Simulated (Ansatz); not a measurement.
# BaPt3O6: the cost of one run

Method: DFT PBE, scalar-relativistic, plane waves, PAW, unless a step names another level, in Ansatz 0.2.0.

1 further run of the same task is left out (set aside as unsound or not needed).

## (1) The starting structure

The structure is trigonal, space group R-3m (No. 166). The conventional cell has a = 7.748 Å, b = 7.748 Å, c = 7.508 Å, α = 90.00°, β = 90.00°, γ = 120.00°. Around Ba (site symmetry -3m) lie 6 O at 2.67 Å. Around Pt (site symmetry 2/m) lie 6 O at 2.09 to 2.18 Å. Around O (site symmetry m) lie 3 Pt at 2.09 to 2.18 Å and 1 Ba at 2.67 Å.

Structure file:

```cif
data_structure
_symmetry_space_group_name_H-M 'P 1'
_symmetry_Int_Tables_number 1
_cell_length_a 5.1256
_cell_length_b 5.1256
_cell_length_c 5.1256
_cell_angle_alpha 98.187
_cell_angle_beta 98.187
_cell_angle_gamma 98.187
_cell_volume 130.10
loop_
_atom_site_label
_atom_site_type_symbol
_atom_site_fract_x
_atom_site_fract_y
_atom_site_fract_z
_atom_site_occupancy
Ba1 Ba 0.00000 0.00000 0.00000 1
Pt1 Pt 0.50000 0.50000 0.00000 1
Pt2 Pt 0.00000 0.50000 0.50000 1
Pt3 Pt 0.50000 0.00000 0.50000 1
O1 O 0.24536 0.65326 0.24536 1
O2 O 0.24536 0.24536 0.65326 1
O3 O 0.65326 0.24536 0.24536 1
O4 O 0.75464 0.34674 0.75464 1
O5 O 0.34674 0.75464 0.75464 1
O6 O 0.75464 0.75464 0.34674 1
```

It is the end of an earlier relaxation with the same method, from a generated guess; it needn't be the stable form of this composition. At a tolerance of 0.05 Å it has space group R-3m (No. 166); it has 13.01 Å³/atom, an uncorrected energy of -0.81 eV/atom over the elements and, on its mesh, gap none (metal).

## (2) Strained cells: the elastic tensor

Input file input.yaml:

```yaml
crystal:
  lattice:
    - [3.8798450135, 2.2400295629, 2.4927686395]
    - [-3.8798450135, 2.2400295629, 2.4927686395]
    - [0.0, -4.4800591259, 2.4927686395]
  atoms:
    - { symbol: Ba, position: [0.0, 0.0, 0.0] }
    - { symbol: Pt, position: [0.5, 0.5, 0.0] }
    - { symbol: Pt, position: [0.0, 0.5, 0.5] }
    - { symbol: Pt, position: [0.5, 0.0, 0.5] }
    - { symbol: O, position: [0.2442760801, 0.652438199, 0.2442760801] }
    - { symbol: O, position: [0.2442760801, 0.2442760801, 0.652438199] }
    - { symbol: O, position: [0.652438199, 0.2442760801, 0.2442760801] }
    - { symbol: O, position: [0.7557239199, 0.347561801, 0.7557239199] }
    - { symbol: O, position: [0.347561801, 0.7557239199, 0.7557239199] }
    - { symbol: O, position: [0.7557239199, 0.7557239199, 0.347561801] }
basis:
  ecutwfc: 420
kpoints:
  mp_grid: { grid: [6, 6, 6] }
hamiltonian:
  xc: pbe
scf:
  occupations: { method: fermi_dirac, width: 0.15 }
output:
  forces: true
  stress: true
  eigenvalues: true
elastic:
  mode: relaxed_ion
  amplitude: 0.005
  stencil: two_point
```

Launch:

```
> ansatz run input.yaml --threads 1 --pin off --max-ram 2560MiB --backend cpu --events-out ev --progress --plain --runs-dir out
```

Q: Estimate wall time and peak memory on 1 thread of Arm Neoverse V1, shared host.

About 19 min, with a peak of 0.76 GiB.
